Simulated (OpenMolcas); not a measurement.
**Pd⁴⁺ among point charges: CASSCF and CASPT2 levels and susceptibility**

How does a field of 4 point charges split the states of Pd⁴⁺, and what χT follows?

The numbers are computed with OpenMolcas 26.06 (state-averaged CASSCF and CASPT2, spin-orbit coupling by RASSI with atomic mean-field integrals), except any that are marked as measured or tabulated.

### 1 What is computed

```
Species                           : Pd⁴⁺ (palladium, Z = 46, 42 electrons)
Basis                             : ANO-RCC-VTZP [7s6p4d2f1g], 68 functions
Scalar Hamiltonian                : DKH2, point nucleus
Inactive shells                   : 1s 2s 2p 3s 3p 3d 4s 4p
Active space                      : 6 electrons in 5 orbitals (4d)
Some configurations of this space : 4d6
Orbitals                          : optimised for each spin and parity, averaged over all roots
```

The outer shells:

4d6
```
4d [↑↓][↑ ][↑ ][↑ ][↑ ]
```

The ion sits among 4 point charges of -2.5 e arranged as a tetrahedron (Td), 1.89 Å from the ion.

The work runs as a chain of OpenMolcas steps in one folder; each step below is one input file. Labels, J, g values, rates, χT and fits are worked out afterwards by a script from the matrices that RASSI stores.

### 2 GATEWAY and SEWARD: basis and integrals

File a.inp:

```
&GATEWAY
Coord
1

Pd 0.0 0.0 0.0
Basis=ANO-RCC-VTZP
Group=NoSym
NoMove
AngMom=0.0 0.0 0.0
AMFI
XField
4 Angstrom 0
1.091192 1.091192 1.091192 -2.500000
1.091192 -1.091192 -1.091192 -2.500000
-1.091192 1.091192 -1.091192 -2.500000
-1.091192 -1.091192 1.091192 -2.500000
&SEWARD
```

Launch:

```console
> OMP_NUM_THREADS=1 MOLCAS_MEM=1689 MOLCAS_PROJECT=a pymolcas a.inp > a.log
```

### 3 CASSCF: quintets, 5 roots

File a.inp:

```
&RASSCF
FileOrb=start.orb
Symmetry=1
Spin=5
nActEl=6 0 0
Inactive=18
Ras2=5
CIRoot=5 5 1
SDav=5
CIMx=300
Iter=120 100
PrWF=0.3
OrbListing=Nothing
MaxOrb=0
>>> COPY $Project.JobIph JOB001
```

start.orb holds the contracted functions of the basis, ordered by shell, or the orbitals of the step before.

### 4 CASSCF: triplets, 45 roots

File a.inp:

```
&RASSCF
FileOrb=start.orb
Symmetry=1
Spin=3
nActEl=6 0 0
Inactive=18
Ras2=5
CIRoot=45 45 1
SDav=45
CIMx=300
Iter=120 100
PrWF=0.3
OrbListing=Nothing
MaxOrb=0
>>> COPY $Project.JobIph JOB002
```

### 5 CASSCF: singlets, 50 roots

File a.inp:

```
&RASSCF
FileOrb=start.orb
Symmetry=1
Spin=1
nActEl=6 0 0
Inactive=18
Ras2=5
CIRoot=50 50 1
SDav=50
CIMx=300
Iter=120 100
PrWF=0.3
OrbListing=Nothing
MaxOrb=0
>>> COPY $Project.JobIph JOB003
```

### 6 State interaction with spin-orbit coupling

File a.inp:

```
&RASSI
NrOfJobIphs=3 5 45 50
1 2 3 4 5
1 2 3 4 5 6 7 8 9 10 11 12 13 14 15 16 17 18 19 20 21 22 23 24 25 26 27
28 29 30 31 32 33 34 35 36 37 38 39 40 41 42 43 44 45
1 2 3 4 5 6 7 8 9 10 11 12 13 14 15 16 17 18 19 20 21 22 23 24 25 26 27
28 29 30 31 32 33 34 35 36 37 38 39 40 41 42 43 44 45 46 47 48 49 50
IphNames
JOB001
JOB002
JOB003
EJob
SpinOrbit
DIPRint=1.0
SOCoupling=1000.0
Subsets=2
Property=9
'ANGMOM' 1 'ANGMOM' 2 'ANGMOM' 3 'MLTPL  1' 1 'MLTPL  1' 2 'MLTPL  1' 3
'AMFI' 1 'AMFI' 2 'AMFI' 3
SOProperty=3
'ANGMOM' 1 'ANGMOM' 2 'ANGMOM' 3
```

### 7 CASPT2: IPEA 0.25, imaginary shift 0.1 (closed shells correlated: 4s 4p)

File a.inp:

```
>>> COPY JOB001 $Project.JobIph
&CASPT2
Multistate=5 1 2 3 4 5
NoMult
Frozen=14
IPEA=0.25
Imaginary=0.1
MaxIter=60
WThr=0.0 0.3 0.05
PrWF=0.5
NoMix
>>> COPY JOB002 $Project.JobIph
&CASPT2
Multistate=45 1 2 3 4 5 6 7 8 9 10 11 12 13 14 15 16 17 18 19 20 21 22
23 24 25 26 27 28 29 30 31 32 33 34 35 36 37 38 39 40 41 42 43 44 45
NoMult
Frozen=14
IPEA=0.25
Imaginary=0.1
MaxIter=60
WThr=0.0 0.3 0.05
PrWF=0.5
NoMix
>>> COPY JOB003 $Project.JobIph
&CASPT2
Multistate=50 1 2 3 4 5 6 7 8 9 10 11 12 13 14 15 16 17 18 19 20 21 22
23 24 25 26 27 28 29 30 31 32 33 34 35 36 37 38 39 40 41 42 43 44 45 46
47 48 49 50
NoMult
Frozen=14
IPEA=0.25
Imaginary=0.1
MaxIter=60
WThr=0.0 0.3 0.05
PrWF=0.5
NoMix
```

(Steps that only read results are left out.)

**Question.** What will these runs give? Wanted: spin-free ground state; first state of the same spin within the active space; lowest level; next level.

The runs gave:

| quantity | value |
| --- | --- |
| method | SS-CASPT2, IPEA 0.25, imaginary shift 0.1 (closed shells correlated: 4s 4p) |
| spin-free ground state | 5E, 2-fold in its orbital part |
| first state of the same spin within the active space | 5T2 at 3180 cm⁻¹ |
| lowest level | 1-fold A1 |
| next level | 141.8 cm⁻¹ |
| χT at 300 K | 4.55 cm³ K/mol |
| effective moment at 300 K | 6.03 μB |

Cost by method:

| method | time of its own steps | time with the reference |
| --- | --- | --- |
| A. CASSCF | 28 s | 28 s |
| B. SS-CASPT2, IPEA 0.25, imaginary shift 0.1, +4s 4p | 29 s | 57 s |

Times are of one thread on a shared host.

What this shows: The spin-free ground state (5E) comes to 100 % from free-ion D terms and keeps the highest spin of the shell. χT at 300 K is 4.55, against 3.01 cm³ K/mol for the spin alone, so orbital moment adds to it. An active space of the d shell alone favours high spin; real ions in strong fields can be low spin. CASPT2 does not keep the components of a term degenerate, and the means are used. An orbital doublet at a regular site is open to a Jahn-Teller distortion, which this geometry leaves out. The field of point charges can differ much from that of real complexes. Point charges carry no covalency, so the field is a model and not that of real ligands.
